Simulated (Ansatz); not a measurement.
# C4H14FN3Si: the cost of one run

Program: Ansatz 0.2.0. Level of theory: RHF/6-31G. These are calculated values, not measurements.

## 1. The system as given

Bond lengths (14 of 22 bonds, heavy atoms first): Si1–N2 1.820 Å, Si1–F5 1.590 Å, Si1–N6 1.819 Å, N6–C7 1.470 Å, N6–C11 1.470 Å, Si1–N15 1.819 Å, N15–C16 1.470 Å, N15–C20 1.470 Å, N2–H3 1.060 Å, N2–H4 1.060 Å, C7–H8 1.110 Å, C7–H9 1.110 Å, C7–H10 1.110 Å, C11–H12 1.110 Å. Angles (14 of 39 angles, heavy atoms first): N2–Si1–F5 109.5°, N2–Si1–N6 109.5°, N2–Si1–N15 109.5°, F5–Si1–N6 109.5°, F5–Si1–N15 109.5°, N6–Si1–N15 109.5°, Si1–N6–C7 120.0°, Si1–N6–C11 120.0°, C7–N6–C11 120.0°, Si1–N15–C16 120.0°, Si1–N15–C20 120.0°, C16–N15–C20 120.0°, Si1–N2–H3 120.0°, Si1–N2–H4 120.0°.

Its coordinates follow in the input file.

## 2. Preparing the start

File input.yaml:

```yaml
crystal:
  periodic: [false, false, false]
  atoms:
    - { symbol: Si, position_ang: [0.0, 0.0, 0.0] }
    - { symbol: "N", position_ang: [0.0, 0.0, 1.82] }
    - { symbol: H, position_ang: [-0.877, -0.2713, 2.35] }
    - { symbol: H, position_ang: [0.877, 0.2713, 2.35] }
    - { symbol: F, position_ang: [1.4994, 0.0, -0.5295] }
    - { symbol: "N", position_ang: [-0.8572, 1.4851, -0.6061] }
    - { symbol: C, position_ang: [-2.2719, 1.4087, -0.9981] }
    - { symbol: H, position_ang: [-2.8245, 0.7784, -0.2704] }
    - { symbol: H, position_ang: [-2.7088, 2.429, -1.0098] }
    - { symbol: H, position_ang: [-2.3521, 0.9607, -2.0106] }
    - { symbol: C, position_ang: [-0.1354, 2.762, -0.7039] }
    - { symbol: H, position_ang: [-0.2436, 3.1711, -1.73] }
    - { symbol: H, position_ang: [-0.5567, 3.4827, 0.0276] }
    - { symbol: H, position_ang: [0.9399, 2.5975, -0.4831] }
    - { symbol: "N", position_ang: [-0.8572, -1.4851, -0.6061] }
    - { symbol: C, position_ang: [-1.5991, -2.3398, 0.332] }
    - { symbol: H, position_ang: [-1.2218, -2.1735, 1.3626] }
    - { symbol: H, position_ang: [-2.6791, -2.0872, 0.2887] }
    - { symbol: H, position_ang: [-1.4574, -3.4051, 0.0541] }
    - { symbol: C, position_ang: [-0.8082, -1.8308, -2.034] }
    - { symbol: H, position_ang: [-1.6103, -1.2865, -2.5747] }
    - { symbol: H, position_ang: [0.1794, -1.5432, -2.4511] }
    - { symbol: H, position_ang: [-0.9565, -2.9241, -2.1559] }
basis:
  gaussian: { orbitals: "6-31G" }
hamiltonian:
  xc: hf
relax:
  f_tol: 0.02
  max_steps: 40
```

Started as:

```bash
ansatz run input.yaml --threads 2 --pin off --max-ram 3072MiB --backend cpu --events-out ev --progress --plain --runs-dir out
```

Q: Estimate wall time and peak memory on 2 threads of Arm Neoverse V2, shared host.

About 58 s, with a peak of 0.36 GiB.
